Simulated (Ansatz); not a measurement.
Ru, space group P6_3/mmc, a point defect in a supercell

Run with the Python package of Ansatz (0.2.0).

Script `defect.py`:
```python
from dataclasses import dataclass

import ansatz
import numpy as np


@dataclass
class Options:
    functional: str = 'r2SCAN'
    scf_tol: float = 1e-10
    filling: str = 'Fermi-Dirac'
    width_ev: float = 0.05
    kspacing: float = 0.61


opts = Options()

lattice = ansatz.Lattice.of(
    (2.7058, 0.0, 0.0),
    (-1.3529, 2.343292, 0.0),
    (0.0, 0.0, 4.2819),
)
sites = [
    ('Ru', (1 / 3, 2 / 3, 0.25)),
    ('Ru', (2 / 3, 1 / 3, 0.75)),
]
system = ansatz.Crystal(lattice=lattice)
for symbol, position in sites:
    system = system.atom(symbol, position)
host = system.supercell(2, 2, 2)
defective = host.vacancy('Ru', at=(2 / 3, 1 / 3, 0.75))

def with_settings(structure):
    return (
        structure.calculation()
        .pseudopotentials('paw')
        .functional(opts.functional)
        .scf(tolerance=opts.scf_tol)
        .occupations(opts.filling, width=opts.width_ev)
        .kpoints(spacing=opts.kspacing)
        .band_table()
    )


perfect = with_settings(host).run(threads=1).report
job = with_settings(defective).forces()
out = job.run(threads=1)
r = out.report

n_host, n_defect = len(perfect['lattice']['sites']), len(r['lattice']['sites'])
print(f'perfect cell: {n_host} atoms, F = {perfect["free_energy_ev"]:.4f} eV')
print(f'defect cell:  {n_defect} atoms, F = {r["free_energy_ev"]:.4f} eV')
print(f'vacancy formation energy {r["free_energy_ev"] - perfect["free_energy_ev"] * n_defect / n_host:.3f} eV')

for label, run in (('perfect', perfect), ('defect', r)):
    levels, filled = np.array(run['eigenvalues_ev'][0]), np.array(run['occupations'][0])
    top = int(np.argmin(np.abs(levels - run['fermi_energy_ev'])))
    window = slice(max(top - 3, 0), top + 4)
    print(label, 'levels near E_F at the first k-point:', ', '.join(f'{e - run["fermi_energy_ev"]:.2f} ({f:.2f})' for e, f in zip(levels[window], filled[window])))

for site in out.lattice.sites:
    print(f'{site.symbol:2s}', ' '.join(f'{v:8.4f}' for v in site.position_ang))
```

```console
$ python defect.py
DeckWarning: basis.ecutwfc = 500 eV, auto-derived from the records' recommended cutoffs: set by Ru (their level for a meta-GGA)
perfect cell: 16 atoms, F = -94250.7584 eV
defect cell:  15 atoms, F = -88357.0578 eV
vacancy formation energy 3.028 eV
perfect levels near E_F at the first k-point: -1.35 (2.00), -1.35 (2.00), -1.35 (2.00), 0.23 (0.02), 0.23 (0.02), 0.23 (0.02), 0.23 (0.02)
defect levels near E_F at the first k-point: -0.37 (2.00), -0.37 (2.00), -0.23 (1.98), 0.00 (0.97), 0.00 (0.97), 0.61 (0.00), 0.61 (0.00)
Ru   0.0000   1.5622   1.0705
Ru   0.0000   1.5622   5.3524
Ru   1.3529   0.7811   7.4933
Ru  -1.3529   3.9055   1.0705
Ru   0.0000   3.1244   3.2114
Ru  -1.3529   3.9055   5.3524
Ru   0.0000   3.1244   7.4933
Ru   2.7058   1.5622   1.0705
Ru   4.0587   0.7811   3.2114
Ru   2.7058   1.5622   5.3524
Ru   4.0587   0.7811   7.4933
Ru   1.3529   3.9055   1.0705
Ru   2.7058   3.1244   3.2114
Ru   1.3529   3.9055   5.3524
Ru   2.7058   3.1244   7.4933
```
(Warnings from the package without file and line.)

Notes:
- Absolute energies stand on the zero of these potentials, so only differences at equal settings mean something. A total without «per atom» is that of the cell as typed.
- No spin polarisation was allowed.
- The computed bands are complete only to about 2.5 eV above the Fermi level.
- The mesh is modest for a metal, so energies can be off by several to tens of meV an atom and pressures by half a GPa or more; differences at equal mesh fare better.
- The atoms stand at ideal sites; relaxing them can change energy and levels by an eV or more.
- Errors of mesh and smearing per atom add up over the supercell, so the energy can be off by tenths of an eV.
- Each cell's levels count from its own Fermi level and aren't aligned; one k-point can hide that the defect cell is metallic.
- Levels are Kohn-Sham eigenvalues on this mesh, without spin-orbit coupling.
- The supercell is small, so the defect meets its images and the energies aren't those of an isolated defect; a partly filled defect level may also lower its energy by spin or distortion. For a charged cell the difference holds no correction, alignment or term for the electrons' reservoir.
- Run time: 80 s on 1 thread of Arm Neoverse V1, with other jobs on the host, peak memory 0.98 GiB.
